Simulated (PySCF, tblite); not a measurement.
# C₅H₉NO₂Si: geometry, infrared bands and NMR shifts

What infrared bands and NMR shifts should C₅H₉NO₂Si (`C#CC(=O)O[Si@H](C)NC`) show?

Programs: tblite 0.8.0 and PySCF 2.14.0, with density-fitted response routines of our own. Each step states its level of theory. These are calculated values for one molecule in the gas phase, unless marked as measured. Atoms count from 0, in the outputs and in this text.

### 1 The starting structure

18 atoms, charge 0, multiplicity 1; geometry from: force field or distance geometry start.

Bonds of the start (Å): C0–C1 1.21, C1–C2 1.43, C2–O3 1.23, C2–O4 1.36, O4–Si5 1.66, Si5–C6 1.84, Si5–N7 1.71, N7–C8 1.46, C0–H9 1.06, Si5–H10 1.48, C6–H11 1.09, C6–H12 1.10, C6–H13 1.10, N7–H14 1.01, C8–H15 1.09, C8–H16 1.10, C8–H17 1.10.

### 2 Geometry optimisation with GFN2-xTB

The job: settings as JSON, then the geometry in Å.

```
{"job": {"kind": "relax", "xc": "GFN2-xTB", "basis": "xTB"}, "charge": 0, "multiplicity": 1}
C      4.552200     0.504500     0.531300
C      3.497900     0.137500     0.052500
C      2.261900    -0.320600    -0.500400
O      2.229800    -0.921900    -1.569100
O      1.198300     0.024900     0.275800
Si    -0.358900    -0.362600    -0.133000
C     -0.926300     0.311300    -1.752800
N     -1.296300     0.253900     1.154200
C     -2.730600     0.038900     1.288800
H      5.463700     0.837200     0.950000
H     -0.524800    -1.830300    -0.064900
H     -0.840900     1.395300    -1.781400
H     -1.980400     0.057200    -1.927100
H     -0.335300    -0.098100    -2.581100
H     -0.853800    -0.009300     2.023600
H     -3.286000     0.429400     0.433500
H     -3.099500     0.582800     2.172300
H     -2.979800    -1.023800     1.416300
```

The run is started by

```
> OMP_NUM_THREADS=1 python probes_run.py task.json out
```

The driver reads the jobs from task.json and runs them one after another.

**Question.** This job is followed by: GFN2-xTB harmonic vibrations, gas phase; GIAO PBE0/pcSseg-1 NMR shielding, non-relativistic, gas phase. Predict these results of the whole session: strongest single infrared mode (GFN2-xTB); zero-point energy (GFN2-xTB); ¹³C shifts against TMS (PBE0/pcSseg-1); ¹H shifts against TMS (PBE0/pcSseg-1, means over atoms taken as alike); ¹⁷O shifts against H2O (PBE0/pcSseg-1); ²⁹Si shifts against TMS (PBE0/pcSseg-1); ¹⁵N shifts against NH3 (PBE0/pcSseg-1); surface potential, 1st and 99th percentile.

**Answer**, as computed:

```
                                                              quantity                              value
                             strongest single infrared mode (GFN2-xTB)              1223 cm⁻¹, 671 km/mol
                                          zero-point energy (GFN2-xTB)                      82.2 kcal/mol
                                ¹³C shifts against TMS (PBE0/pcSseg-1)  157.5, 81.0, 80.6, 28.7, -1.4 ppm
¹H shifts against TMS (PBE0/pcSseg-1, means over atoms taken as alike)   5.57, 2.70, 2.21, 0.46, 0.35 ppm
                                ¹⁷O shifts against H2O (PBE0/pcSseg-1)                   470.2, 224.7 ppm
                               ²⁹Si shifts against TMS (PBE0/pcSseg-1)                           -9.0 ppm
                                ¹⁵N shifts against NH3 (PBE0/pcSseg-1)                           23.4 ppm
                                 surface potential, 1st and 99th percentile                 -1.58 V and 1.70 V
```

In words: The optimisation took 80 steps and gained 0.315 eV; among the close pairs (by a distance rule), Si5–C6 changed most, from 1.844 to 1.894 Å. No mode is imaginary among the 48: a minimum at this level. The strongest single mode, at 1223 cm⁻¹, moves mainly C2 and O4. Unscaled tight-binding wavenumbers are off by several per cent, some by more. Its intensities can rank the bands wrongly. At PBE0/pcSseg-1: Shielding is most anisotropic at O3 (span 656 ppm, paramagnetic term -537 ppm). By nearest atom (PBE0/pcSseg-1), the HOMO sits on N7 60 %; H10, H14, H17 about 8 % each and the LUMO on C0, C2 about 25 % each; O3 20 %.
